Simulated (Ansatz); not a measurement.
# SnGe2: the cost of one run

Method: DFT PBE, scalar-relativistic, plane waves, PAW, in Ansatz 0.2.0.

### Step 1. Starting point

Symmetry: P-3m1, No. 164, trigonal system. The conventional cell has a = 3.975 Å, b = 3.975 Å, c = 9.738 Å, α = 90.00°, β = 90.00°, γ = 120.00°. Sn (site symmetry 3m) is surrounded by 4 Ge at 2.43 Å. Around Ge (site symmetry 3m) lie 3 Ge at 2.43 Å and 1 Sn at 2.43 Å. Ge (site symmetry 3m) has 3 Sn at 2.43 Å and 1 Ge at 2.43 Å as nearest neighbours.

As a file:

```cif
data_structure
_symmetry_space_group_name_H-M 'P-3m1'
_symmetry_Int_Tables_number 164
_cell_length_a 3.9755
_cell_length_b 3.9755
_cell_length_c 9.7378
_cell_angle_alpha 90.000
_cell_angle_beta 90.000
_cell_angle_gamma 120.000
_cell_volume 133.28
loop_
_atom_site_label
_atom_site_type_symbol
_atom_site_symmetry_multiplicity
_atom_site_Wyckoff_symbol
_atom_site_fract_x
_atom_site_fract_y
_atom_site_fract_z
_atom_site_occupancy
Sn1 Sn 2 d 0.66667 0.33333 0.20833 1
Ge1 Ge 2 d 0.33333 0.66667 0.54167 1
Ge2 Ge 2 c 0.00000 0.00000 0.87500 1
```

The start is an ordering of an alloy on its end members' structure types: elements ordered on the sites of the Ge type, Ge/Sn on Ge (P-3m1, No. 164).

### Step 2. A first look at the guess

input.yaml reads:

```yaml
crystal:
  lattice:
    - [3.97545542, 0.0, 0.0]
    - [-1.98772771, 3.44284539, 0.0]
    - [0.0, 0.0, 9.73783728]
  atoms:
    - { symbol: Sn, position: [0.66666667, 0.33333333, 0.20833333] }
    - { symbol: Sn, position: [0.33333333, 0.66666667, 0.79166667] }
    - { symbol: Ge, position: [0.33333333, 0.66666667, 0.54166667] }
    - { symbol: Ge, position: [0.0, 0.0, 0.875] }
    - { symbol: Ge, position: [0.66666667, 0.33333333, 0.45833333] }
    - { symbol: Ge, position: [0.0, 0.0, 0.125] }
basis:
  ecutwfc: 420
kpoints:
  mp_grid: { grid: [6, 6, 2] }
hamiltonian:
  xc: pbe
scf:
  occupations: { method: gaussian, width: 0.1 }
  lower_state_search: "off"
output:
  forces: true
  stress: true
  eigenvalues: true
```

Run with:

```bash
$ ansatz run input.yaml --threads 1 --pin off --max-ram 2560MiB --backend cpu --events-out ev --progress --plain --runs-dir out
```

**Question.** How long does this run take on 1 thread of Intel Xeon Platinum 8488C (Sapphire Rapids), shared host, and how much memory does it need?

About 3.8 s, with a peak of 0.47 GiB.
